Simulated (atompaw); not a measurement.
**A PAW (atompaw) potential for zinc, from input to tests**

Do these settings give a usable potential? It is generated, then checked for scattering, ghosts and hardness.

The numbers are computed with atompaw 4.2.0.5 (PBEsol, scalar-relativistic, spin-unpolarised reference atom).

**1. Starting point**

The settings as typed:

```
element                 : zinc (Zn, Z = 30)
type                    : PAW
frozen core             : [Ne] 3s2
valence charge          : 18
reference configuration : 3p6 3d10 4s1.75 4p0.25
partial waves           : 4s (bound): rc 1.65 bohr; 4s channel at 0.5 Ry: rc 1.60 bohr; 3p (bound): rc 0.90 bohr; 4p (bound): rc 1.20 bohr; 3d (bound): rc 1.65 bohr; 3d channel at 1.4 Ry: rc 1.65 bohr
local potential         : bessel scheme, radius 1.55 bohr
core correction         : smooth core density matched at 1.40 bohr
augmentation charge     : sinc compensation charge, radius 1.55 bohr; PAW radius 1.65 bohr; waves and projectors: custom rrkj gramschmidtortho
```

An earlier all-electron run gives the scale for the radii.

All-electron outer shells of the reference configuration (PBEsol, scalar-relativistic, ld1.x):

```tsv
shell	level (eV)	outermost node (bohr)	outermost maximum (bohr)
2p	-1004.05	–	0.15
3s	-129.54	0.28	0.59
3p	-83.87	0.25	0.59
3d	-10.77	–	0.56
4s	-6.40	0.85	2.09
4p	-1.37	0.92	3.00
```

**2. The generation run**

Contents of Zn.input:

```
Zn 30
GGA-PBESOL scalarrelativistic loggrid 1500 logderivrange -8 5 326
4 4 3 0 0 0
4 0 1.75
4 1 0.25
0 0 0
c
c
c
v
c
v
v
v
2
1.65 1.55 1.55 1.40
y
0.5
n
n
y
1.4
n
custom rrkj gramschmidtortho sinc
bessel
1.65
1.60
0.90
1.20
1.65
1.65
PWSCFOUT
UPFDX 0.0125d0 UPFXMIN -7.d0 UPFZMESH 30.d0
END
```

Started as:

```
$ atompaw < Zn.input > Zn.log
```

Before running it: what results should come out? Wanted: cutoffs for 10 and 1 mRy, occupied levels; bound ghosts; largest phase difference near zero energy, channels read; lowest eigenvalue of the overlap; share of valence orbitals outside the PAW sphere; UPF file.

The runs gave:

```
                                                quantity                             value
               cutoffs for 10 and 1 mRy, occupied levels                 110 Ry and 200 Ry
                                            bound ghosts                        none found
largest phase difference near zero energy, channels read                         0.001 rad
         lowest eigenvalue of the overlap (Bessel basis)                         0.123 (d)
        share of valence orbitals outside the PAW sphere  4s 84 %, 3p 1 %, 4p 96 %, 3d 9 %
                                                UPF file                           written
```

By its cutoff, 110 Ry for the looser tolerance, it is hard. The slowest occupied level is 3p: taken alone it needs 140 Ry to come within 1 mRy, against 90 Ry for 4p. The Bessel-basis test finds no level below the valence levels. Near zero energy the phases of the channels with partial waves agree within 0.001 rad.
